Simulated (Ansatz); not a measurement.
**CH₅O₂Sn radical: a ladder of functionals and wavefunction methods**

The task here is to estimate one member of a computed series from the others.

Method: functionals in def2-TZVPP, the program's frozen cores in correlated methods; program: Ansatz 0.2.0, Gaussian basis.

Levels to be run: PBE-D4, r2SCAN-D4, PBE0-D4, B3LYP-D4, ωB97X-V, ωB97M-V, B2PLYP; CCSD(T)/def2-TZVPP; MP2/def2-QZVPP; extrapolation to the limit.

### The relaxed structure

All runs share one geometry, relaxed beforehand with PBE0-D4 in a triple-zeta def2 set. Sn takes the def2 core potential; no spin-orbit term is included.

SMILES `C[O][SnH][OH]`, 9 atoms, charge 0, spin multiplicity 2.

Atoms are counted from 1 here; the program's logs count them from 0.

Bond lengths: C1–O2 1.407 Å, C1–H5 1.096 Å, C1–H6 1.094 Å, C1–H7 1.097 Å, O2–Sn3 1.963 Å, Sn3–O4 1.980 Å, Sn3–H8 1.745 Å, O4–H9 0.960 Å. Angles: O2–C1–H5 112.7°, O2–C1–H6 108.0°, O2–C1–H7 111.4°, H5–C1–H6 108.2°, H5–C1–H7 108.6°, H6–C1–H7 107.8°, C1–O2–Sn3 122.4°, O2–Sn3–O4 100.2°, O2–Sn3–H8 102.4°, O4–Sn3–H8 109.7°, Sn3–O4–H9 114.7°.

Set-up of the first run:

in.yaml

```yaml
crystal:
  periodic: [false, false, false]
  atoms:
    - {symbol: C, position_ang: [0.687551, -1.289169, 0.410937]}
    - {symbol: O, position_ang: [0.822413, 0.061316, 0.781443]}
    - {symbol: Sn, position_ang: [-0.587044, 1.388307, 0.456258]}
    - {symbol: O, position_ang: [-1.186517, 0.830336, -1.346362]}
    - {symbol: H, position_ang: [0.143632, -1.416736, -0.531496]}
    - {symbol: H, position_ang: [1.691207, -1.707522, 0.286214]}
    - {symbol: H, position_ang: [0.177415, -1.869503, 1.189975]}
    - {symbol: H, position_ang: [0.318385, 2.875228, 0.339878]}
    - {symbol: H, position_ang: [-2.067032, 1.127733, -1.586857]}
basis:
  gaussian: {orbitals: def2-TZVPP}
magnetization: {spin_polarized: true, initial_magnetization: 1}
hamiltonian: {xc: pbe, dispersion: d4}
output: {forces: true, orbitals: {seedname: orbitals}}
```

On the command line:

```sh
> ansatz run in.yaml --threads 2 --pin off --events-out ev --progress --plain --max-ram 22528MiB --backend cpu
```

Steps of the session up to this table: PBE-D4 (GGA); r2SCAN-D4 (meta-GGA); PBE0-D4 (hybrid); B3LYP-D4 (hybrid); ωB97X-V (range-separated); ωB97M-V (range-separated); B2PLYP (double hybrid); CCSD(T) in def2-TZVPP; MP2 in def2-QZVPP.

One table of the session follows, with a row left open; its other results are not shown here.

It belongs to the step «Atomisation energies». 

```
            method  atoms, summed (eV)  atomisation energy (eV)
            PBE-D4          -11008.713                   31.562
         r2SCAN-D4          -11014.636                   30.980
           PBE0-D4          -11009.902                   30.572
          B3LYP-D4          -11017.625                   30.793
           ωB97X-V          -11012.732                   30.914
           ωB97M-V          -11011.838                   30.818
            B2PLYP          -11006.174                   30.438
     HF/def2-TZVPP          -10970.616                   20.815
    MP2/def2-TZVPP          -10987.326                   30.438
   CCSD/def2-TZVPP          -10988.702                   29.432
CCSD(T)/def2-TZVPP          -10989.075                   30.005
           MP2/CBS          -10999.144                   31.459
       CCSD(T)/CBS                   ?                        ?
```

Estimate the missing values for CCSD(T)/CBS.

**Answer.** atoms, summed (eV): -11000.893; atomisation energy (eV): 31.026. In the column «atoms, summed (eV)» it lies between B2PLYP (-11006.174) and MP2/CBS (-10999.144).
